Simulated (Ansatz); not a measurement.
**CH5Al2N: how energies converge with the basis set**

The task here is to estimate one member of a computed series from the others.

Method: one geometry, several basis sets; program: Ansatz 0.2.0, Gaussian basis.

The runs, in order: PBE0-D4/def2-SVP; ωB97M-V/def2-SVP; PBE0-D4/def2-QZVPP; ωB97M-V/def2-QZVPP; the functionals' def2-TZVPP values are taken from earlier runs.

### The relaxed structure

The geometry comes from an earlier relaxation with PBE0-D4 in a triple-zeta def2 set; it is a stationary point, not always the lowest conformer.

SMILES `[AlH2][N]1[CH2][AlH]1`, 9 atoms, charge 0, spin multiplicity 1.

Atoms are counted from 1 here; the program's logs count them from 0.

Bond lengths: Al1–N2 1.768 Å, Al1–H5 1.587 Å, Al1–H6 1.589 Å, N2–C3 1.532 Å, N2–Al4 1.758 Å, C3–Al4 1.898 Å, C3–H7 1.090 Å, C3–H8 1.090 Å, Al4–H9 1.569 Å. Angles: N2–Al1–H5 117.3°, N2–Al1–H6 120.3°, H5–Al1–H6 122.4°, Al1–N2–C3 131.5°, Al1–N2–Al4 158.4°, C3–N2–Al4 70.1°, N2–C3–Al4 60.5°, N2–C3–H7 114.4°, N2–C3–H8 114.3°, Al4–C3–H7 123.1°, Al4–C3–H8 123.1°, H7–C3–H8 110.5°, N2–Al4–C3 49.4°, N2–Al4–H9 144.7°, C3–Al4–H9 165.9°.

The first run:

File in.yaml:

```yaml
crystal:
  periodic: [false, false, false]
  atoms:
    - {symbol: Al, position_ang: [-0.183813, 1.234166, -1.312982]}
    - {symbol: N, position_ang: [-0.210376, 0.056453, 0.005575]}
    - {symbol: C, position_ang: [0.891954, -0.824392, 0.602291]}
    - {symbol: Al, position_ang: [-0.864654, -0.915912, 1.315566]}
    - {symbol: H, position_ang: [-1.546388, 1.971279, -1.659315]}
    - {symbol: H, position_ang: [1.164024, 1.523541, -2.102472]}
    - {symbol: H, position_ang: [1.294396, -1.568707, -0.085508]}
    - {symbol: H, position_ang: [1.700532, -0.270595, 1.080346]}
    - {symbol: H, position_ang: [-2.157174, -1.252133, 2.139399]}
basis:
  gaussian: {orbitals: def2-SVP}
hamiltonian: {xc: pbe0, dispersion: d4}
output: {orbitals: {seedname: orbitals}}
```

Started as:

```console
$ ansatz run in.yaml --threads 2 --pin off --events-out ev --progress --plain --max-ram 4352MiB
```

Steps of the session up to this table: PBE0-D4 in def2-SVP; ωB97M-V in def2-SVP; PBE0-D4 in def2-QZVPP; ωB97M-V in def2-QZVPP.

One table of the session follows, with a row left open; its other results are not shown here.

It belongs to the step «Density functionals: the series». 

```
functional       basis  HOMO (eV)
   PBE0-D4    def2-SVP      -6.52
   PBE0-D4  def2-TZVPP      -6.52
   PBE0-D4  def2-QZVPP      -6.52
   ωB97M-V    def2-SVP      -8.66
   ωB97M-V  def2-TZVPP          ?
   ωB97M-V  def2-QZVPP      -8.71
```

Q: Estimate the row for ωB97M-V, def2-TZVPP from the others.

**Answer.** HOMO (eV): -8.70. In the column «HOMO (eV)» it lies between ωB97M-V, def2-QZVPP (-8.71) and ωB97M-V, def2-SVP (-8.66).
